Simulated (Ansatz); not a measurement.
**C₂H₇BFN: one species, many methods**

One table from this session's results is given with a row withheld; the runs are named, their logs left out.

The runs use Ansatz 0.2.0, Gaussian basis; functionals in def2-TZVPP, the program's frozen cores in correlated methods.

Plan: PBE-D4, r2SCAN-D4, PBE0-D4, B3LYP-D4, ωB97X-V, ωB97M-V, B2PLYP; CCSD(T)/def2-TZVPP; MP2/def2-QZVPP; extrapolation to the limit.

## The relaxed structure

All runs share one geometry, relaxed beforehand with PBE0-D4 in a triple-zeta def2 set.

SMILES `CBNCF`, 12 atoms, charge 0, spin multiplicity 1.

Atoms are counted from 1 here; the program's logs count them from 0.

Bond lengths: C1–B2 1.564 Å, C1–H6 1.095 Å, C1–H7 1.093 Å, C1–H8 1.095 Å, B2–N3 1.400 Å, B2–H9 1.201 Å, N3–C4 1.413 Å, N3–H10 1.010 Å, C4–F5 1.388 Å, C4–H11 1.094 Å, C4–H12 1.091 Å. Angles: B2–C1–H6 110.0°, B2–C1–H7 114.5°, B2–C1–H8 110.4°, H6–C1–H7 108.0°, H6–C1–H8 105.4°, H7–C1–H8 108.1°, C1–B2–N3 122.0°, C1–B2–H9 121.6°, N3–B2–H9 116.4°, B2–N3–C4 125.7°, B2–N3–H10 119.9°, C4–N3–H10 114.3°, N3–C4–F5 111.2°, N3–C4–H11 111.7°, N3–C4–H12 109.3°, F5–C4–H11 106.2°, F5–C4–H12 107.7°, H11–C4–H12 110.7°.

The first run:

in.yaml

```yaml
crystal:
  periodic: [false, false, false]
  atoms:
    - {symbol: C, position_ang: [-1.879773, 0.266818, -0.596379]}
    - {symbol: B, position_ang: [-0.321763, 0.131939, -0.605195]}
    - {symbol: N, position_ang: [0.397831, -0.225343, 0.540947]}
    - {symbol: C, position_ang: [1.804805, -0.323938, 0.633634]}
    - {symbol: F, position_ang: [2.343695, 0.783282, 1.274666]}
    - {symbol: H, position_ang: [-2.170015, 1.276407, -0.906998]}
    - {symbol: H, position_ang: [-2.347462, 0.063984, 0.370931]}
    - {symbol: H, position_ang: [-2.325749, -0.405376, -1.337213]}
    - {symbol: H, position_ang: [0.320889, 0.317267, -1.602890]}
    - {symbol: H, position_ang: [-0.087849, -0.380014, 1.412685]}
    - {symbol: H, position_ang: [2.112205, -1.194543, 1.219851]}
    - {symbol: H, position_ang: [2.230187, -0.365683, -0.369937]}
basis:
  gaussian: {orbitals: def2-TZVPP}
hamiltonian: {xc: pbe, dispersion: d4}
output: {forces: true, orbitals: {seedname: orbitals}}
```

Command:

```sh
ansatz run in.yaml --threads 4 --pin off --events-out ev --progress --plain --max-ram 10444MiB
```

Among the steps run: PBE-D4 (GGA); r2SCAN-D4 (meta-GGA); PBE0-D4 (hybrid); B3LYP-D4 (hybrid); ωB97X-V (range-separated); ωB97M-V (range-separated); B2PLYP (double hybrid); CCSD(T) in def2-TZVPP; MP2 in def2-QZVPP.

One of the session's tables, all rows but one given; the rest of the session is left out.

| method | atoms, summed (eV) | atomisation energy (kJ/mol) |
| --- | --- | --- |
| PBE-D4 | -7017.833 | 4746.5 |
| r2SCAN-D4 | -7023.551 | 4648.6 |
| PBE0-D4 | -7019.348 | 4663.1 |
| B3LYP-D4 | -7027.941 | 4657.6 |
| ωB97X-V | -7025.187 | 4650.5 |
| ωB97M-V | -7024.322 | 4659.8 |
| B2PLYP | -7022.379 | 4606.1 |
| HF/def2-TZVPP | -6999.599 | 3430.3 |
| MP2/def2-TZVPP | -7012.344 | 4585.7 |
| CCSD/def2-TZVPP | ? | ? |
| CCSD(T)/def2-TZVPP | -7015.085 | 4515.3 |
| MP2/CBS | -7014.789 | 4695.3 |
| CCSD(T)/CBS | -7017.531 | 4624.9 |

Estimate the missing values for CCSD/def2-TZVPP.

As computed: atoms, summed (eV): -7014.784; atomisation energy (kJ/mol): 4454.9. In the column «atoms, summed (eV)» it lies between MP2/CBS (-7014.789) and MP2/def2-TZVPP (-7012.344).
